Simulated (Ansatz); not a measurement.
# CHGaN: the cost of one run

Program: Ansatz 0.2.0, Gaussian basis. Level of theory: cc-pVTZ, core rule «outside noble gas», up to 16 orbitals frozen. These are calculated values, not measurements.

To be run: UHF; CCSD(T) on ROHF; CCSD(T) on UHF; BCCD(T) on ROHF; CCSDT(Q) on ROHF; CCSDT(Q) on UHF.

4 further runs of the same task are left out: 1 for a known fault of the program, 3 set aside as unsound or not needed. Runs told in other sessions of the task aren't counted.

## (1) The geometry

The geometry is a PBE0/def2-TZVP stationary point (not a proven minimum) of the parent state, kept for this charge and spin. No spin-orbit coupling is included. The filled d shell of Ga may be among the frozen orbitals whatever the setting's name suggests.

4 atoms, charge 1, spin multiplicity 5.

Atoms are counted from 1 here; the program's logs count them from 0.

Bond lengths: Ga1–C2 1.944 Å, C2–N3 1.251 Å, C2–H4 1.097 Å. Angles: Ga1–C2–N3 92.4°, Ga1–C2–H4 138.9°, N3–C2–H4 128.7°.

## (2) UHF

File in.yaml:

```yaml
crystal:
  periodic: [false, false, false]
  atoms:
    - {symbol: Ga, position_ang: [0.000000, -0.000112, 0.585520]}
    - {symbol: C, position_ang: [0.000000, 0.575887, -1.270915]}
    - {symbol: N, position_ang: [0.000000, -0.601910, -1.691936]}
    - {symbol: H, position_ang: [0.000000, 1.509808, -1.846528]}
basis:
  gaussian: {orbitals: cc-pVTZ}
total_charge: 1
magnetization: {spin_polarized: true, initial_magnetization: 4}
hamiltonian: {xc: hf}
output: {orbitals: {seedname: orbitals}}
```

Run with:

```console
$ ansatz run in.yaml --threads 1 --pin off --events-out ev --progress --plain --max-ram 4096MiB --backend cpu
```

Q: Estimate wall time and peak memory on 1 thread of AMD EPYC 7R13, shared host.

About 7.5 s, with a peak of 0.37 GiB.
